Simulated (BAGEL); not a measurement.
# C2H3ClSi (SMILES ClC1=C[SiH2]1): HF/STO-3G (density fitting with qzvpp-jkfit)

Aim: the energy change on altering one bond length of C2H3ClSi at HF/STO-3G (density fitting with qzvpp-jkfit), from 2 runs. 

The results are computed with BAGEL 1.2.2.

### 1 The molecule

C2H3ClSi has 7 atoms, charge 0, and is taken as a singlet. SMILES: `ClC1=C[SiH2]1`. The shape is that of a PBE0-D4/def2-TZVP optimisation.

Bond lengths: Cl1–C2 1.700 Å, C2–C3 1.327 Å, C2–Si4 1.804 Å, C3–Si4 1.819 Å, C3–H5 1.082 Å, Si4–H6 1.482 Å, Si4–H7 1.482 Å. Some angles: Cl1–C2–C3 135.8°, Cl1–C2–Si4 155.1°, C3–C2–Si4 69.2°, C2–C3–Si4 67.9°, C2–Si4–C3 43.0°, C2–C3–H5 137.0°, Si4–C3–H5 155.1°, C2–Si4–H6 121.6°, C2–Si4–H7 121.6°, C3–Si4–H6 121.6°.

### 2 The energy at HF/STO-3G (density fitting with qzvpp-jkfit)

calc.json

```json
{ "bagel" : [

{
  "title" : "molecule",
  "basis" : "sto-3g",
  "df_basis" : "qzvpp-jkfit",
  "angstrom" : true,
  "geometry" : [
    { "atom" : "Cl", "xyz" : [      -1.169200,      -2.293300,       0.411500 ] },
    { "atom" : "C", "xyz" : [      -0.358000,      -0.819900,       0.163200 ] },
    { "atom" : "C", "xyz" : [       0.836800,      -0.330000,       0.466700 ] },
    { "atom" : "Si", "xyz" : [      -0.185900,       0.871600,      -0.438900 ] },
    { "atom" : "H", "xyz" : [       1.727500,      -0.673800,       0.975600 ] },
    { "atom" : "H", "xyz" : [      -0.837800,       2.011300,       0.248800 ] },
    { "atom" : "H", "xyz" : [       0.047800,       1.166200,      -1.872600 ] }
  ]
},

{ "title" : "hf" },

{ "title" : "print", "file" : "orbitals.molden", "orbitals" : true }

]}
```

Run with:

```console
$ BAGEL_NUM_THREADS=1 BAGEL calc.json > calc.out
```

Output:

```text
* using 1 threads per process

  ===============================================================
  ===============================================================

  *** Geometry ***

  { "atom" : "Cl", "xyz" : [     -2.209468,     -4.333709,      0.777622 ] },
  { "atom" : "C", "xyz" : [     -0.676522,     -1.549386,      0.308403 ] },
  { "atom" : "C", "xyz" : [      1.581323,     -0.623610,      0.881935 ] },
  { "atom" : "Si", "xyz" : [     -0.351300,      1.647085,     -0.829401 ] },
  { "atom" : "H", "xyz" : [      3.264502,     -1.273297,      1.843617 ] },
  { "atom" : "H", "xyz" : [     -1.583213,      3.800806,      0.470164 ] },
  { "atom" : "H", "xyz" : [      0.090329,      2.203799,     -3.538701 ] },

  Number of auxiliary basis functions:      460

  Since a DF basis is specified, we compute 2- and 3-index integrals:
    o Being stored without compression. Storage requirement is 0.004 GB

  Number of basis functions:       31
  Number of electrons      :       46

    * METHOD: MOLECULE                             0.15

  *** RHF ***

  === Nuclear Repulsion ===
   179.9223186299

      * DIIS with orbital gradients will be used.

  === RHF iteration (sto-3g) ===
      0       -816.57521640          0.00937409           0.02
      1       -816.61728656          0.00379034           0.02
      2       -816.62182221          0.00154280           0.02
      3       -816.62281846          0.00031487           0.02
      4       -816.62289306          0.00007955           0.02
      5       -816.62289920          0.00003184           0.02
      6       -816.62290010          0.00001234           0.02
      7       -816.62290023          0.00000410           0.02
      8       -816.62290024          0.00000064           0.02
      9       -816.62290024          0.00000040           0.02
     10       -816.62290024          0.00000007           0.02
     11       -816.62290024          0.00000002           0.02
     12       -816.62290024          0.00000001           0.02
    * SCF iteration converged.

    * Permanent dipole moment:
           (   -0.365710,    -1.044817,     0.263567) a.u.

    * METHOD: HF                                   0.31

    * METHOD: PRINT                                0.00

  ===============================================================
```

Run time: 0.6 s. Hardware: 1 thread of Arm Neoverse V1, shared host; peak memory 0.083 GiB.

### 3 The distorted shape, same level

input.json

```json
{ "bagel" : [

{
  "title" : "molecule",
  "basis" : "sto-3g",
  "df_basis" : "qzvpp-jkfit",
  "angstrom" : true,
  "geometry" : [
    { "atom" : "Cl", "xyz" : [      -1.881732,      -2.018271,       0.004396 ] },
    { "atom" : "C", "xyz" : [      -1.070532,      -0.544871,      -0.243904 ] },
    { "atom" : "C", "xyz" : [       0.124268,      -0.054971,       0.059596 ] },
    { "atom" : "Si", "xyz" : [      -0.898432,       1.146629,      -0.846004 ] },
    { "atom" : "H", "xyz" : [       1.727500,      -0.673800,       0.975600 ] },
    { "atom" : "H", "xyz" : [      -1.550332,       2.286329,      -0.158304 ] },
    { "atom" : "H", "xyz" : [      -0.664732,       1.441229,      -2.279704 ] }
  ]
},

{
  "title" : "hf"
},

{
  "title" : "print",
  "file" : "orbitals.molden",
  "orbitals" : true
}

]}
```

Run with:

```console
$ BAGEL_NUM_THREADS=1 BAGEL input.json > input.out
```

Output:

```text
* using 1 threads per process

  ===============================================================
  ===============================================================

  *** Geometry ***

  { "atom" : "Cl", "xyz" : [     -3.555958,     -3.813979,      0.008307 ] },
  { "atom" : "C", "xyz" : [     -2.023012,     -1.029657,     -0.460912 ] },
  { "atom" : "C", "xyz" : [      0.234832,     -0.103880,      0.112620 ] },
  { "atom" : "Si", "xyz" : [     -1.697790,      2.166815,     -1.598716 ] },
  { "atom" : "H", "xyz" : [      3.264502,     -1.273297,      1.843617 ] },
  { "atom" : "H", "xyz" : [     -2.929703,      4.320536,     -0.299151 ] },
  { "atom" : "H", "xyz" : [     -1.256161,      2.723528,     -4.308016 ] },

  Number of auxiliary basis functions:      460

  Since a DF basis is specified, we compute 2- and 3-index integrals:
    o Being stored without compression. Storage requirement is 0.004 GB

  Number of basis functions:       31
  Number of electrons      :       46

    * METHOD: MOLECULE                             0.16

  *** RHF ***

  === Nuclear Repulsion ===
   177.1897392063

      * DIIS with orbital gradients will be used.

  === RHF iteration (sto-3g) ===
      0       -816.29704492          0.01679742           0.02
      1       -816.38757791          0.00833930           0.02
      2       -816.40819795          0.00225495           0.02
      3       -816.41026458          0.00094092           0.02
      4       -816.41066210          0.00019905           0.02
      5       -816.41068264          0.00005031           0.02
      6       -816.41068433          0.00001603           0.02
      7       -816.41068453          0.00000341           0.02
      8       -816.41068454          0.00000151           0.02
      9       -816.41068454          0.00000069           0.02
     10       -816.41068454          0.00000029           0.02
     11       -816.41068454          0.00000013           0.02
     12       -816.41068454          0.00000003           0.02
     13       -816.41068454          0.00000001           0.02
     14       -816.41068454          0.00000000           0.02
    * SCF iteration converged.

    * Permanent dipole moment:
           (   -0.211428,    -1.091992,     0.346777) a.u.

    * METHOD: HF                                   0.36

    * METHOD: PRINT                                0.00

  ===============================================================
```

Run time: 0.67 s. Hardware: 1 thread of Arm Neoverse V1, shared host; peak memory 0.083 GiB.

### 4 What came out

Level: HF/STO-3G (density fitting with qzvpp-jkfit).

| quantity | value |
| --- | --- |
| first shape: total energy | -816.62290 Eh |
| first shape: dipole moment | 2.89 D |
| first shape: HOMO energy | -8.09 eV |
| first shape: LUMO energy | 8.65 eV |
| first shape: HOMO–LUMO gap | 16.74 eV |
| distorted shape: total energy | -816.41068 Eh |
| distorted shape: dipole moment | 2.96 D |
| distorted shape: HOMO energy | -7.14 eV |
| distorted shape: LUMO energy | 4.67 eV |
| distorted shape: HOMO–LUMO gap | 11.81 eV |
| energy change with the C3–H5 bond stretched from 1.082 to 1.947 Å | 5.775 eV |

**Reading.** With the C3–H5 bond stretched from 1.082 to 1.947 Å the energy rises by 5.77 eV (133 kcal/mol). The first shape isn't relaxed at this level, so the change isn't measured from a minimum. A restricted reference can't describe the breaking bond well at this length. The minimal basis adds a large error of its own.
